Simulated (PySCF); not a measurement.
**A diatomic session: SrCl**

One table from this session's results is given with a row withheld; the runs are named, their logs left out.

Method: Sr def2-SVP with ECP28, Cl def2-SVP, scalar-relativistic core potentials; program: PySCF 2.14.0.

The first run:

Settings of the job:

```json
{
 "atoms": "Sr, Cl",
 "charge": "0",
 "basis": "Sr def2-SVP with ECP28, Cl def2-SVP",
 "Hamiltonian": "scalar-relativistic core potentials",
 "basis functions": "41",
 "electrons treated": "27",
 "masses in u": "87.9056, 34.9689",
 "levels": "PBE0, PBE, r²SCAN, BP86, r²SCANh, MN15, HF, MP2, SCS-MP2, CCSD, CCSD(T)",
 "grid": "80 radial by 434 angular points",
 "occupations": "held fixed by the projection of orbital angular momentum",
 "dissociation limit": "Sr + Cl, each in its ground configuration",
 "starting distance in angstrom": "2.680",
 "values of 2S to try": "1, 3"
}
```

Command:

```console
$ OMP_NUM_THREADS=1 python dia.py task.json out
```

Steps of the session up to this table: Set-up; The PBE0 curve of the state that the search chose; Excited determinants; PBE (GGA); r²SCAN (meta-GGA); BP86 (GGA); r²SCANh (hybrid meta-GGA); MN15 (hybrid meta-GGA); UHF (mean field); Correlated methods on the Hartree–Fock reference.

One of the session's tables, all rows but one given; the rest of the session is left out.

Energy (eV) from each level's lowest point:

```
R (Å)    UHF  UHF-MP2  UHF-SCS-MP2  UHF-CCSD  UHF-CCSD(T)
2.233  1.309    1.112        1.142       n/a          n/a
2.336  0.648    0.517        0.536     0.531        0.526
2.440  0.257    0.179        0.190     0.187        0.184
2.518  0.094    0.050        0.055     0.054        0.052
2.596  0.015    0.000        0.000     0.000        0.000
2.674      ?        ?            ?         ?            ?
2.778  0.054    0.093        0.084     0.087        0.089
2.908  0.204    0.272        0.258     0.262        0.265
3.063  0.456    0.551        0.533     0.539        0.542
3.271  0.851    0.974        0.952       n/a          n/a
```

**Question.** Estimate the row for R (Å) = 2.674.

Worked estimate for «UHF». A straight line through the neighbours (2.596, 0.015) and (2.778, 0.054) gives 0.015 + (0.054 − 0.015) × (2.674 − 2.596) / (2.778 − 2.596) = 0.032; a parabola fitted to 4 rows on both sides gives 0.005.

The run gave: UHF: 0.000; UHF-MP2: 0.010; UHF-SCS-MP2: 0.006; UHF-CCSD: 0.007; UHF-CCSD(T): 0.008. In «UHF» the line misses by +0.032 and the parabola by +0.005.

State 2 has its PBE0 minimum 1.61 eV higher. State 3 has its PBE0 minimum 5.85 eV higher. The other levels ran on the lowest alone.
